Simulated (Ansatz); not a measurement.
# AlNi3: the cost of one run

Computed with Ansatz 0.2.0 (DFT r2SCAN, scalar-relativistic, plane waves, PAW, unless a step's input says otherwise).

1 further run of the same task is left out (set aside as unsound or not needed).

## Step 1: Starting point

Symmetry: Fm-3m, No. 225, cubic system. Conventional cell: a = 5.604 Å, b = 5.604 Å, c = 5.604 Å, α = 90.00°, β = 90.00°, γ = 90.00°. Around Al (site symmetry m-3m) lie 8 Ni at 2.43 Å. Around Ni (site symmetry -43m) lie 4 Al at 2.43 Å and 4 Ni at 2.43 Å. Ni (site symmetry m-3m) has 8 Ni at 2.43 Å as nearest neighbours.

Structure file:

```cif
data_structure
_symmetry_space_group_name_H-M 'P 1'
_symmetry_Int_Tables_number 1
_cell_length_a 3.9625
_cell_length_b 3.9625
_cell_length_c 3.9625
_cell_angle_alpha 60.000
_cell_angle_beta 60.000
_cell_angle_gamma 60.000
_cell_volume 43.99
loop_
_atom_site_label
_atom_site_type_symbol
_atom_site_fract_x
_atom_site_fract_y
_atom_site_fract_z
_atom_site_occupancy
Al1 Al 0.50000 0.50000 0.50000 1
Ni1 Ni 0.25000 0.25000 0.25000 1
Ni2 Ni 0.00000 0.00000 0.00000 1
Ni3 Ni 0.75000 0.75000 0.75000 1
```

It goes back to an entry of the Materials Project, which need not be the stable form.

It is the result of an earlier relaxation at this level (volume 11.00 Å³/atom; gap on the mesh: none (metal)).

## Step 2: Zero of the scan

Contents of input.yaml:

```yaml
crystal:
  lattice:
    - [0.0, 2.8018887551, 2.8018887551]
    - [2.8018887551, 0.0, 2.8018887551]
    - [2.8018887551, 2.8018887551, 0.0]
  atoms:
    - { symbol: Al, position: [0.5, 0.5, 0.5] }
    - { symbol: Ni, position: [0.25, 0.25, 0.25] }
    - { symbol: Ni, position: [0.0, 0.0, 0.0] }
    - { symbol: Ni, position: [0.75, 0.75, 0.75] }
basis:
  ecutwfc: 500
kpoints:
  mp_grid: { grid: [14, 14, 14] }
hamiltonian:
  xc: r2scan
scf:
  occupations: { method: gaussian, width: 0.15 }
output:
  forces: true
  stress: true
  eigenvalues: true
```

The run is started by

```
> ansatz run input.yaml --threads 1 --pin off --max-ram 2560MiB --backend cpu --events-out ev --progress --plain --runs-dir out
```

What time and memory should one allow on 1 thread of Arm Neoverse V2, shared host?

About 17 s, with a peak of 0.53 GiB.
